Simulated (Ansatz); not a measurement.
# BrH3: the cost of one run

Computed with Ansatz 0.2.0, Gaussian basis. Level: PBE0-D4/def2-SVP.

**1. The starting structure**

The start, a pair relaxed at PBE0-D4: SMILES `Br.[H][H]`, 4 atoms, charge 0, spin multiplicity 1.

Atoms are counted from 1 here; the program's logs count them from 0.

Bond lengths: Br1–H2 1.421 Å, H3–H4 0.747 Å.

As a file:

```xyz
4
BrH3
Br   -0.2638   -0.7185   -1.7660
H     0.2406    0.6070   -1.8508
H    -0.0419   -0.0886    1.4682
H     0.0650    0.2002    2.1485
```

**2. The run**

Input file md/in.yaml:

```yaml
crystal:
  periodic: [false, false, false]
  atoms:
    - {symbol: Br, position_ang: [-0.263790, -0.718538, -1.765971]}
    - {symbol: H, position_ang: [0.240550, 0.606952, -1.850757]}
    - {symbol: H, position_ang: [-0.041854, -0.088560, 1.468164]}
    - {symbol: H, position_ang: [0.064993, 0.200246, 2.148465]}
basis:
  gaussian: {orbitals: def2-SVP}
hamiltonian: {xc: pbe0, dispersion: d4}
md: {n_steps: 30, timestep: 1.0, temperature: 300, ensemble: nvt_langevin, seed: 504, friction: 0.01, initial_velocities: maxwell_boltzmann}
```

Launch:

```
$ ansatz run in.yaml --threads 2 --pin off --events-out ev --progress --plain --max-ram 5222MiB
```

**Question.** How long does this run take on 2 threads of Arm Neoverse V1, shared host?

About 13 s.
